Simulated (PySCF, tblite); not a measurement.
# SiH₄S: bond homolysis, EPR parameters, part 3 of 3

tblite 0.8.0 and PySCF 2.14.0. Atoms count from 0. The steps go on from the part before.

### 22 Bond homolysis: M06-2X/def2-TZVP

This step combines the energies above: geometries from PBE0-D3(BJ)/def2-SVP, zero-point and thermal terms from PBE0-D3(BJ)/def2-SVP.

What the job is given:

```
{"job": {"kind": "bd", "cap": 8, "geom": {"xc": "PBE0", "basis": "def2-SVP", "d3": "d3bj", "grid": 1}, "hess": 1, "level": {"xc": "M06-2X", "basis": "def2-TZVP", "grid": 3}}, "charge": 0, "multiplicity": 1}
Si    -0.527125    -0.004881    -0.000257
S      1.437724     0.837583    -0.213252
H     -0.737887    -0.578989     1.362394
H     -1.459126     1.137289    -0.216208
H     -0.793210    -1.071088    -1.011680
H      2.087661    -0.320665     0.035309
```

Output (the driver's rows laid out field by field):

```text
homolysis bond by bond, M06-2X/def2-TZVP // PBE0-D3(BJ)/def2-SVP

row 1
  atoms                   0 1
  elements                Si S
  length                  2.1484
  fragments               formula H3Si, charge 0, multiplicity 2, smiles [SiH3], kept yes, pieces 1, point_group C3v, largest_spin Si 1.013; formula HS, charge 0, multiplicity 2, smiles [SH], kept yes, pieces 1, point_group Cinfv, largest_spin S 1.024
  electronic              373.94
  zero_kelvin             356.26
  enthalpy                361.95
  free_energy             319.35

row 2
  atoms                   1 5
  elements                S H
  length                  1.3512
  fragments               formula H3SSi, charge 0, multiplicity 2, smiles [SiH3][S], kept yes, pieces 1, point_group Cs, largest_spin S 0.978; formula H, charge 0, multiplicity 2, smiles [H], kept yes, pieces 1
  electronic              386.58
  zero_kelvin             362.58
  enthalpy                367.45
  free_energy             334.4

row 3
  atoms                   0 2
  elements                Si H
  length                  1.4936
  fragments               formula H3SSi, charge 0, multiplicity 2, smiles [SiH2]S, kept yes, pieces 1, point_group C1, largest_spin Si 0.867; formula H, charge 0, multiplicity 2, smiles [H], kept yes, pieces 1
  electronic              383.41
  zero_kelvin             358.71
  enthalpy                364.39
  free_energy             329.96
```

Wall time 92 s (1 thread of Arm Neoverse V1, shared host).

Some single points behind these values are not shown above.

Dissociation energies (kJ/mol, gas phase, 298 K for the thermal columns):

| bond | fragments | electronic | enthalpy | free energy |
| --- | --- | --- | --- | --- |
| Si0–S1 | [SiH3] + [SH] | 373.9 | 361.9 | 319.4 |
| S1–H5 | [SiH3][S] + [H] | 386.6 | 367.4 | 334.4 |
| Si0–H2 | [SiH2]S + [H] | 383.4 | 364.4 | 330.0 |

### 23 EPR parameters (SiH₃ radical): UKS B3LYP, pcH-1 on H Si

What the job is given:

```
{"job": {"kind": "epr", "basis": "pcH-1"}, "charge": 0, "multiplicity": 2}
Si    -0.554595    -0.021607    -0.005297
H     -0.728437    -0.581807     1.368923
H     -1.437411     1.163629    -0.225025
H     -0.777260    -1.066358    -1.050036
```

Level: UKS B3LYP, pcH-1 on H Si, non-relativistic, mean-field spin-orbit, GIAO.

The program printed:

```text
UKS, coarse grid
  cycle   1  E = -291.24200265  |g| = 1.12e-01
  cycle   2  E = -291.24521047  |g| = 5.75e-02
  cycle   3  E = -291.24603805  |g| = 8.35e-03
  cycle   4  E = -291.24607628  |g| = 1.57e-03
  cycle   5  E = -291.24607878  |g| = 3.72e-04
UKS, final grid
  cycle   1  E = -291.24608239  |g| = 2.01e-04
  cycle   2  E = -291.24608242  |g| = 1.28e-04
  cycle   3  E = -291.24608243  |g| = 2.77e-05
internal stability: stable
E = -291.24608243 Eh   <S^2> = 0.7514 (exact 0.7500)
g shifts (ppm)      1          2          3
  rmc          -121       -121       -121
  gc              7         43         43
  oz_so         -31       2291       2292
  total        -145       2213       2213
hyperfine (MHz)  atom isotope    a_iso     a_fc   dipolar eigenvalues
    0  29Si    -484.24    -485.29   -177.75     88.88     88.88
    1    1H      32.30      32.27     -9.70      1.21      8.49
    2    1H      32.32      32.29     -9.70      1.21      8.49
    3    1H      32.28      32.26     -9.70      1.21      8.49
```

Run time: 2.5 s. Hardware: 1 thread of Arm Neoverse V1, shared host.

Principal g values 2.00217, 2.00453, 2.00453; g(iso) = 2.00375, against 2.00232 for a free electron.

Mean a(iso) over the nuclei that a row names, and the largest dipolar term of the row (other rows stand at the frozen geometry):

| nuclei | isotope | a(iso) (MHz) | a(iso) (G, at g = 2.0023) | largest dipolar term (MHz) |
| --- | --- | --- | --- | --- |
| Si0 | 29Si | -484.2 | -172.8 | -177.8 |
| H1, H2, H3 | 1H | 32.3 | 11.5 | -9.7 |

Mulliken spin populations:

| atom | value (e) |
| --- | --- |
| Si0 | 0.99 |
| H1 | 0.00 |
| H2 | 0.00 |
| H3 | 0.00 |

In first order the couplings over 0.8 MHz of 1H give 4 distinct lines over 34.6 G, if the averaged nuclei exchange fast.

### 24 Spectra of the species

What the job is given:

```
{"job": {"kind": "bd", "cap": 8, "geom": {"xc": "PBE0", "basis": "def2-SVP", "d3": "d3bj", "grid": 1}, "hess": 1, "level": {"xc": "M06-2X", "basis": "def2-TZVP", "grid": 3}, "spectra": true}, "charge": 0, "multiplicity": 1}
Si    -0.527125    -0.004881    -0.000257
S      1.437724     0.837583    -0.213252
H     -0.737887    -0.578989     1.362394
H     -1.459126     1.137289    -0.216208
H     -0.793210    -1.071088    -1.011680
H      2.087661    -0.320665     0.035309
```

The program printed:

```text
epr [SiH3] +0: UKS B3LYP, pcH-1 on H Si, non-relativistic, mean-field spin-orbit, GIAO
```

Run time: 2.5 s. Hardware: 1 thread of Arm Neoverse V1, shared host.

This step only lists the spectra that were run on the species above.

### 25 Single point (SiH4S): r2SCAN-D3(BJ)/def2-SVP

Geometry: PBE0-D3(BJ)/def2-SVP.

What the job is given:

```
{"job": {"kind": "sp", "xc": "r2SCAN", "basis": "def2-SVP", "d3": "d3bj", "grid": 0}, "charge": 0, "multiplicity": 1}
Si    -0.527125    -0.004881    -0.000257
S      1.437724     0.837583    -0.213252
H     -0.737887    -0.578989     1.362394
H     -1.459126     1.137289    -0.216208
H     -0.793210    -1.071088    -1.011680
H      2.087661    -0.320665     0.035309
```

The program printed:

```text
final grid: 5728 points
cycle   1  E = -689.7925731165  dE = -1.242e-01  |g| = 2.054e-01  |ddm| = 2.160e+00
cycle   2  E = -689.7873322468  dE =  5.241e-03  |g| = 2.357e-01  |ddm| = 6.444e-01
cycle   3  E = -689.8056550861  dE = -1.832e-02  |g| = 2.558e-02  |ddm| = 3.962e-01
cycle   4  E = -689.8059294240  dE = -2.743e-04  |g| = 6.863e-03  |ddm| = 5.504e-02
cycle   5  E = -689.8059480124  dE = -1.859e-05  |g| = 1.906e-03  |ddm| = 1.225e-02
cycle   6  E = -689.8059493109  dE = -1.299e-06  |g| = 2.126e-04  |ddm| = 2.659e-03
cycle   7  E = -689.8059493305  dE = -1.963e-08  |g| = 5.260e-05  |ddm| = 4.722e-04
cycle   8  E = -689.8059493317  dE = -1.187e-09  |g| = 8.094e-06  |ddm| = 9.754e-05
converged SCF energy = -689.8059493317
```

Run time: 0.63 s. Hardware: 1 thread of Arm Neoverse V1, shared host.

It converged, yet the result is unsound: grid level 0 is too coarse.

### 26 Single point (SiH3 radical): r2SCAN-D3(BJ)/def2-SVP

Geometry: PBE0-D3(BJ)/def2-SVP.

What the job is given:

```
{"job": {"kind": "sp", "xc": "r2SCAN", "basis": "def2-SVP", "d3": "d3bj", "grid": 0}, "charge": 0, "multiplicity": 2}
Si    -0.554595    -0.021607    -0.005297
H     -0.728437    -0.581807     1.368923
H     -1.437411     1.163629    -0.225025
H     -0.777260    -1.066358    -1.050036
```

The program printed:

```text
final grid: 3488 points
cycle   1  E = -291.0867637422  dE = -2.049e-01  |g| = 7.936e-02  |ddm| = 1.205e+00
cycle   2  E = -291.0909100581  dE = -4.146e-03  |g| = 3.506e-02  |ddm| = 1.630e-01
cycle   3  E = -291.0919309996  dE = -1.021e-03  |g| = 9.634e-03  |ddm| = 7.017e-02
cycle   4  E = -291.0920180937  dE = -8.709e-05  |g| = 1.370e-03  |ddm| = 1.931e-02
cycle   5  E = -291.0920207652  dE = -2.671e-06  |g| = 4.182e-04  |ddm| = 3.454e-03
cycle   6  E = -291.0920210172  dE = -2.520e-07  |g| = 1.638e-04  |ddm| = 1.314e-03
cycle   7  E = -291.0920210598  dE = -4.260e-08  |g| = 2.644e-05  |ddm| = 4.347e-04
cycle   8  E = -291.0920210612  dE = -1.345e-09  |g| = 4.726e-06  |ddm| = 9.604e-05
converged SCF energy = -291.0920210612
```

Run time: 0.25 s. Hardware: 1 thread of Arm Neoverse V1, shared host.

The run ended normally, but its values are not to be used for the molecule: grid level 0 is too coarse.

### 27 Single point (HS radical): r2SCAN-D3(BJ)/def2-SVP

Geometry: PBE0-D3(BJ)/def2-SVP.

What the job is given:

```
{"job": {"kind": "sp", "xc": "r2SCAN", "basis": "def2-SVP", "d3": "d3bj", "grid": 0}, "charge": 0, "multiplicity": 2}
S      1.446072     0.845170    -0.219882
H      2.084676    -0.325687     0.013650
```

The program printed:

```text
final grid: 2248 points
cycle   1  E = -398.5720979862  dE = -8.265e-02  |g| = 7.826e-02  |ddm| = 9.319e-01
cycle   2  E = -398.5749344239  dE = -2.836e-03  |g| = 5.753e-02  |ddm| = 1.843e-01
cycle   3  E = -398.5771765941  dE = -2.242e-03  |g| = 1.126e-02  |ddm| = 1.019e-01
cycle   4  E = -398.5772698545  dE = -9.326e-05  |g| = 2.281e-03  |ddm| = 1.716e-02
cycle   5  E = -398.5772736095  dE = -3.755e-06  |g| = 7.208e-04  |ddm| = 3.898e-03
cycle   6  E = -398.5772743082  dE = -6.987e-07  |g| = 2.233e-04  |ddm| = 2.096e-03
cycle   7  E = -398.5772747510  dE = -4.428e-07  |g| = 2.075e-04  |ddm| = 2.448e-03
cycle   8  E = -398.5772751068  dE = -3.558e-07  |g| = 2.069e-04  |ddm| = 2.003e-03
cycle   9  E = -398.5772762590  dE = -1.152e-06  |g| = 2.051e-04  |ddm| = 6.531e-03
cycle  10  E = -398.5772817880  dE = -5.529e-06  |g| = 2.110e-04  |ddm| = 3.606e-02
cycle  11  E = -398.5772793692  dE =  2.419e-06  |g| = 1.783e-04  |ddm| = 1.753e-02
cycle  12  E = -398.5772840558  dE = -4.687e-06  |g| = 6.086e-05  |ddm| = 4.905e-02
cycle  13  E = -398.5772841237  dE = -6.787e-08  |g| = 8.654e-05  |ddm| = 5.609e-03
cycle  14  E = -398.5772839640  dE =  1.597e-07  |g| = 7.655e-05  |ddm| = 9.022e-03
cycle  15  E = -398.5772840315  dE = -6.755e-08  |g| = 1.375e-04  |ddm| = 1.789e-02
cycle  16  E = -398.5772841330  dE = -1.015e-07  |g| = 6.017e-06  |ddm| = 6.965e-03
cycle  17  E = -398.5772841332  dE = -1.572e-10  |g| = 1.235e-05  |ddm| = 1.021e-03
converged SCF energy = -398.5772841332
```

Wall time 0.26 s (1 thread of Arm Neoverse V1, shared host).

The run ended normally, but its values are not to be used for the molecule: grid level 0 is too coarse.

### 28 Single point (SiH3S radical, [SiH3][S]): r2SCAN-D3(BJ)/def2-SVP

Geometry: PBE0-D3(BJ)/def2-SVP.

What the job is given:

```
{"job": {"kind": "sp", "xc": "r2SCAN", "basis": "def2-SVP", "d3": "d3bj", "grid": 0}, "charge": 0, "multiplicity": 2}
Si    -0.535155     0.030755    -0.050693
S      1.461584     0.772561    -0.091302
H     -0.666729    -0.541362     1.327363
H     -1.550135     1.109756    -0.238196
H     -0.767218    -1.045873    -1.058893
```

The program printed:

```text
final grid: 5112 points
cycle   1  E = -689.1522202307  dE = -1.192e-01  |g| = 1.138e-01  |ddm| = 1.488e+00
cycle   2  E = -689.1506006517  dE =  1.620e-03  |g| = 1.266e-01  |ddm| = 3.653e-01
cycle   3  E = -689.1624453852  dE = -1.184e-02  |g| = 1.985e-02  |ddm| = 2.440e-01
cycle   4  E = -689.1628022790  dE = -3.569e-04  |g| = 4.802e-03  |ddm| = 4.126e-02
cycle   5  E = -689.1628237660  dE = -2.149e-05  |g| = 1.099e-03  |ddm| = 1.048e-02
cycle   6  E = -689.1628247991  dE = -1.033e-06  |g| = 3.308e-04  |ddm| = 2.072e-03
cycle   7  E = -689.1628249717  dE = -1.726e-07  |g| = 1.578e-04  |ddm| = 1.131e-03
cycle   8  E = -689.1628250736  dE = -1.019e-07  |g| = 1.103e-04  |ddm| = 1.077e-03
cycle   9  E = -689.1628251586  dE = -8.495e-08  |g| = 9.782e-05  |ddm| = 1.057e-03
cycle  10  E = -689.1628253190  dE = -1.605e-07  |g| = 8.146e-05  |ddm| = 2.302e-03
cycle  11  E = -689.1628256133  dE = -2.943e-07  |g| = 3.747e-05  |ddm| = 7.154e-03
cycle  12  E = -689.1628256425  dE = -2.915e-08  |g| = 1.134e-05  |ddm| = 2.776e-03
cycle  13  E = -689.1628256427  dE = -2.719e-10  |g| = 4.388e-06  |ddm| = 2.531e-04
converged SCF energy = -689.1628256427
```

It took 0.98 s on 1 thread of Arm Neoverse V1, shared host.

The run ended normally, but its values are not to be used for the molecule: grid level 0 is too coarse.

### 29 Single point (H radical): r2SCAN-D3(BJ)/def2-SVP

Geometry: atom.

What the job is given:

```
{"job": {"kind": "sp", "xc": "r2SCAN", "basis": "def2-SVP", "d3": "d3bj", "grid": 0}, "charge": 0, "multiplicity": 2}
H      0.000000     0.000000     0.000000
```

The program printed:

```text
final grid: 624 points
cycle   1  E = -0.4972524565  dE = -5.668e-02  |g| = 3.771e-02  |ddm| = 4.544e-01
cycle   2  E = -0.4992739827  dE = -2.022e-03  |g| = 2.431e-04  |ddm| = 1.045e-01
cycle   3  E = -0.4992740664  dE = -8.362e-08  |g| = 4.120e-07  |ddm| = 6.715e-04
cycle   4  E = -0.4992740664  dE = -1.802e-13  |g| = 2.070e-07  |ddm| = 5.653e-07
converged SCF energy = -0.4992740664
```

Run time: 0.03 s. Hardware: 1 thread of Arm Neoverse V1, shared host.

A normal end doesn't make this result sound: grid level 0 is too coarse.

### 30 Bond homolysis: r2SCAN-D3(BJ)/def2-SVP

This step combines the energies above: geometries from PBE0-D3(BJ)/def2-SVP, zero-point and thermal terms from PBE0-D3(BJ)/def2-SVP.

What the job is given:

```
{"job": {"kind": "bd", "cap": 8, "geom": {"xc": "PBE0", "basis": "def2-SVP", "d3": "d3bj", "grid": 1}, "hess": 1, "level": {"xc": "r2SCAN", "basis": "def2-SVP", "d3": "d3bj", "grid": 0}}, "charge": 0, "multiplicity": 1}
Si    -0.527125    -0.004881    -0.000257
S      1.437724     0.837583    -0.213252
H     -0.737887    -0.578989     1.362394
H     -1.459126     1.137289    -0.216208
H     -0.793210    -1.071088    -1.011680
H      2.087661    -0.320665     0.035309
```

Output (the driver's rows laid out field by field):

```text
homolysis bond by bond, r2SCAN-D3(BJ)/def2-SVP // PBE0-D3(BJ)/def2-SVP

row 1
  atoms                   0 1
  elements                Si S
  length                  2.1484
  fragments               formula H3Si, charge 0, multiplicity 2, smiles [SiH3], kept yes, pieces 1, point_group C3v, largest_spin Si 1.029; formula HS, charge 0, multiplicity 2, smiles [SH], kept yes, pieces 1, point_group Cinfv, largest_spin S 1.027
  electronic              358.76
  zero_kelvin             341.08
  enthalpy                346.77
  free_energy             304.18

row 2
  atoms                   1 5
  elements                S H
  length                  1.3512
  fragments               formula H3SSi, charge 0, multiplicity 2, smiles [SiH3][S], kept yes, pieces 1, point_group Cs, largest_spin S 0.97; formula H, charge 0, multiplicity 2, smiles [H], kept yes, pieces 1
  electronic              377.68
  zero_kelvin             353.67
  enthalpy                358.54
  free_energy             325.5
```

Wall time 2.4 s (1 thread of Arm Neoverse V1, shared host).

What is wrong: the input is at fault (the grid is far too coarse), so its values are no properties of the molecule.

### 31 Summary of results

The summary covers parts 1 to 3.

| quantity | value |
| --- | --- |
| strongest single infrared mode (GFN2-xTB) | 790 cm⁻¹, 356 km/mol |
| zero-point energy (GFN2-xTB) | 20.3 kcal/mol |
| point group | Cs |
| rotational constants (main isotopes) | 65.37, 6.23, 6.10 GHz |
| bond enthalpy (ΔH), Si0–S1 (M06-2X/def2-TZVP) | 361.9 kJ/mol |
| bond enthalpy (ΔH), S1–H5 (M06-2X/def2-TZVP) | 367.4 kJ/mol |
| bond enthalpy (ΔH), Si0–H2 (M06-2X/def2-TZVP) | 364.4 kJ/mol |
| runs | 0 failed, 6 ended on unsound input |

**Reading.** All 12 modes are real, so the xTB geometry is a minimum. The strongest single mode, at 790 cm⁻¹, moves mainly H4 and H2. Unscaled tight-binding wavenumbers are off by several per cent, some by more. Its intensities can rank the bands wrongly. Over 3 steps the energy fell by 0.086 eV; of the close pairs, Si0–H3 changed most, 1.451 to 1.490 Å (PBE0/def2-SVP). At M06-2X/def2-TZVP the bond enthalpy (ΔH) runs from 361.9 kJ/mol (Si0–S1) to 367.4 kJ/mol (S1–H5).
